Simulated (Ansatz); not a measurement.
**Br2H2Si: interaction energy of a dimer with the counterpoise correction**

How strongly do two molecules of Br2H2Si bind, and how much of that is basis error? The task is the interaction energy of a dimer with the counterpoise correction, for Br2H2Si.

Program: Ansatz 0.2.0, driven from Python. Level of theory: MP2/def2-SVP. These are calculated values, not measurements.

**1. Starting point**

Bond lengths: Br1–Si2 2.192 Å, Si2–Br3 2.228 Å, Si2–H4 1.530 Å, Si2–H5 1.471 Å. Angles: Br1–Si2–Br3 110.1°, Br1–Si2–H4 110.6°, Br1–Si2–H5 109.4°, Br3–Si2–H4 109.2°, Br3–Si2–H5 110.0°, H4–Si2–H5 107.5°.

The script holds or builds the structure itself.

**2. Script**

Contents of dimer_br2h2si.py:

```python
import ansatz as az

FIRST = [
    ('Br', (-1.6947, -1.2133, 0.3635)),
    ('Si', (0.1336, -0.044, 0.0578)),
    ('Br', (-0.3333, 1.83, -1.0533)),
    ('H', (1.1646, -0.8542, -0.7311)),
    ('H', (0.7297, 0.2813, 1.3631)),
]
SECOND = [
    ('Br', (-1.7372, 2.3308, -3.9363)),
    ('Si', (-2.5841, 3.6221, -2.381)),
    ('Br', (-3.4217, 2.3828, -0.7297)),
    ('H', (-3.6914, 4.5057, -2.9597)),
    ('H', (-1.5344, 4.5112, -1.859)),
]

def energy(atoms, ghosts=()):
    molecule = az.Crystal.molecule()
    for symbol, xyz in atoms:
        molecule = molecule.atom(symbol, xyz)
    calc = (
        molecule.calculation()
        .basis(gaussian='def2-SVP')
        .correlation('mp2')
    )
    deck = calc.input()
    if ghosts:
        deck = deck.set(az.key.basis.gaussian.ghost_atoms, [{'symbol': s, 'position_ang': list(xyz)} for s, xyz in ghosts])
    return az.Session.from_dict(deck).plan().execute().report['free_energy_ev']


def main() -> None:
    both = energy(FIRST + SECOND)
    alone = energy(FIRST) + energy(SECOND)
    ghosted = energy(FIRST, SECOND) + energy(SECOND, FIRST)
    print(f'dimer {both:.6f} eV')
    print(f'interaction, uncorrected   {96.485332 * (both - alone):8.3f} kJ/mol')
    print(f'interaction, counterpoise  {96.485332 * (both - ghosted):8.3f} kJ/mol')
    print(f'basis-set superposition    {96.485332 * (alone - ghosted):8.3f} kJ/mol')


if __name__ == '__main__':
    main()
```

**3. The input behind the calls**

The package turns the script's settings into the engine's input (first run):

```yaml
crystal:
  periodic: [false, false, false]
  atoms:
    - { symbol: Br, position_ang: [-1.6947, -1.2133, 0.3635] }
    - { symbol: Si, position_ang: [0.1336, -0.044, 0.0578] }
    - { symbol: Br, position_ang: [-0.3333, 1.83, -1.0533] }
    - { symbol: H, position_ang: [1.1646, -0.8542, -0.7311] }
    - { symbol: H, position_ang: [0.7297, 0.2813, 1.3631] }
    - { symbol: Br, position_ang: [-1.7372, 2.3308, -3.9363] }
    - { symbol: Si, position_ang: [-2.5841, 3.6221, -2.381] }
    - { symbol: Br, position_ang: [-3.4217, 2.3828, -0.7297] }
    - { symbol: H, position_ang: [-3.6914, 4.5057, -2.9597] }
    - { symbol: H, position_ang: [-1.5344, 4.5112, -1.859] }
basis:
  gaussian:
    orbitals: def2-SVP
correlation:
  method: mp2
```

**4. Running it**

The run is started by

```
python dimer_br2h2si.py
```

**Question.** How large is the interaction at this pose, and how much of it is basis-set superposition?

**Answer**, as computed:

| quantity | value |
| --- | --- |
| interaction energy, uncorrected | 47.377 kJ/mol |
| interaction energy, counterpoise | 64.932 kJ/mol |
| runs compared | 5 |

The pair is unbound at this geometry and level. Uncorrected it is 47.377 kJ/mol, with the counterpoise correction 64.932 kJ/mol; the difference, 17.55 kJ/mol, is the superposition error. The pose is repulsive. The dimer is a generated trial pose of unrelaxed monomers, not a minimum, so the figure is no binding energy, and the basis set is small.
